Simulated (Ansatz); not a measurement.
# C2H4BClO: one species, many methods

How much do the methods differ for C2H4BClO? The plan is to run it at one geometry with functionals of several rungs and with coupled cluster. The yardstick is the atomisation energy at the CCSD(T) limit.

Method: functionals in def2-TZVPP, the program's frozen cores in correlated methods; program: Ansatz 0.2.0, Gaussian basis.

Plan: LDA (SPW92), PBE-D4, revPBE-D4, BLYP-D4, r2SCAN-D4, B97M-V, PBE0-D4, B3LYP-D4, r2SCANh-D4, r2SCAN0-D4, HSE06-D4, BHLYP-D4, CAM-B3LYP-D4, LC-ωPBE, ωB97X-V, ωB97M-V, B2PLYP, PBE-QIDH; CCSD(T)/def2-SVP; CCSD(T)/def2-TZVPP; MP2/def2-QZVPP; extrapolation to the limit; RPA on PBE.

**1. Structure used throughout**

All runs share one geometry, relaxed beforehand with PBE0-D4 in a triple-zeta def2 set.

9 atoms, charge 0, spin multiplicity 1.

Atoms are counted from 1 here; the program's logs count them from 0.

Bond lengths: B1–C2 1.554 Å, B1–Cl3 1.946 Å, B1–H6 1.196 Å, B1–H7 1.195 Å, C2–C4 1.442 Å, C2–O5 1.287 Å, C4–O5 1.481 Å, C4–H8 1.084 Å, C4–H9 1.082 Å. Angles: C2–B1–Cl3 80.8°, C2–B1–H6 114.3°, C2–B1–H7 114.4°, Cl3–B1–H6 109.9°, Cl3–B1–H7 110.8°, H6–B1–H7 119.8°, B1–C2–C4 154.9°, B1–C2–O5 139.4°, C4–C2–O5 65.4°, C2–C4–O5 52.2°, C2–C4–H8 119.7°, C2–C4–H9 119.5°, O5–C4–H8 113.8°, O5–C4–H9 113.6°, H8–C4–H9 118.7°, C2–O5–C4 62.4°.

**2. LDA**

This LDA is Slater exchange with PW92 correlation.

File in.yaml:

```yaml
crystal:
  periodic: [false, false, false]
  atoms:
    - {symbol: B, position_ang: [0.331860, 0.120635, -1.412801]}
    - {symbol: C, position_ang: [-0.063436, 0.273336, 0.081985]}
    - {symbol: Cl, position_ang: [1.679638, -1.032711, -0.613887]}
    - {symbol: C, position_ang: [-0.627038, -0.164543, 1.335297]}
    - {symbol: O, position_ang: [0.132142, 1.078259, 1.066393]}
    - {symbol: H, position_ang: [-0.433162, -0.533717, -2.059163]}
    - {symbol: H, position_ang: [0.834646, 1.093268, -1.892689]}
    - {symbol: H, position_ang: [-1.679269, -0.000278, 1.536594]}
    - {symbol: H, position_ang: [-0.086882, -0.880550, 1.941272]}
basis:
  gaussian: {orbitals: def2-TZVPP}
hamiltonian: {xc: lda}
output: {orbitals: {seedname: orbitals}}
```

Command:

```console
$ ansatz run in.yaml --threads 2 --pin off --events-out ev --progress --plain --max-ram 4352MiB
```

Further steps of the session: PBE-D4 (GGA); revPBE-D4 (GGA); BLYP-D4 (GGA); r2SCAN-D4 (meta-GGA); B97M-V (meta-GGA); PBE0-D4 (hybrid); B3LYP-D4 (hybrid); r2SCANh-D4 (hybrid); r2SCAN0-D4 (hybrid); HSE06-D4 (hybrid); BHLYP-D4 (hybrid); CAM-B3LYP-D4 (range-separated); LC-ωPBE (range-separated); ωB97X-V (range-separated); ωB97M-V (range-separated); B2PLYP (double hybrid); PBE-QIDH (double hybrid); CCSD(T) in def2-SVP; CCSD(T) in def2-TZVPP; MP2 in def2-QZVPP; RPA on PBE orbitals.

Q: Predict the results of all the runs planned. Wanted: atomisation energy, CCSD(T)/CBS; farthest beyond LDA; mean size of error, GGA; mean size of error, meta-GGA; mean size of error, hybrid; mean size of error, range-separated; mean size of error, double hybrid; gap, smallest and largest; T1 diagnostic.

**Answer**, as computed:

| quantity | value |
| --- | --- |
| atomisation energy, CCSD(T)/CBS | 3359.5 kJ/mol |
| functionals within 16.8 kJ/mol (0.5 %) | r2SCAN0-D4, B2PLYP, PBE-QIDH |
| farthest beyond LDA | PBE-D4 (+163.8 kJ/mol) |
| mean size of error, GGA | 89.1 kJ/mol |
| mean size of error, meta-GGA | 56.8 kJ/mol |
| mean size of error, hybrid | 53.4 kJ/mol |
| mean size of error, range-separated | 28.8 kJ/mol |
| mean size of error, double hybrid | 15.6 kJ/mol |
| gap, smallest and largest | 3.42 eV (LDA (SPW92)), 11.00 eV (LC-ωPBE) |
| T1 diagnostic | 0.0167 |
| triples share of the correlation energy | 4.5 % |

LDA overbinds by 619.9 kJ/mol (18 %). PBE-D4 is off by +163.8 kJ/mol. Double hybrids carry the basis error of their MP2 part in triple zeta, and no dispersion term here, so their miss is partly the set-up's. Taken by rung, double hybrid functionals do best (15.6 kJ/mol on average) and GGA ones worst beyond LDA (89.1 kJ/mol). Misses under about 16.8 kJ/mol are within the doubt on the reference itself, which lacks core-valence correlation, relativity and higher excitations. Hartree-Fock recovers 71 % of the binding; the rest is correlation. CCSD(T) in def2-SVP is off by -158.4 kJ/mol, more than most functionals: a good method in a small basis is no reference. The gap grows from 3.4 to 11.0 eV across the functionals, mostly with the share of exact exchange.
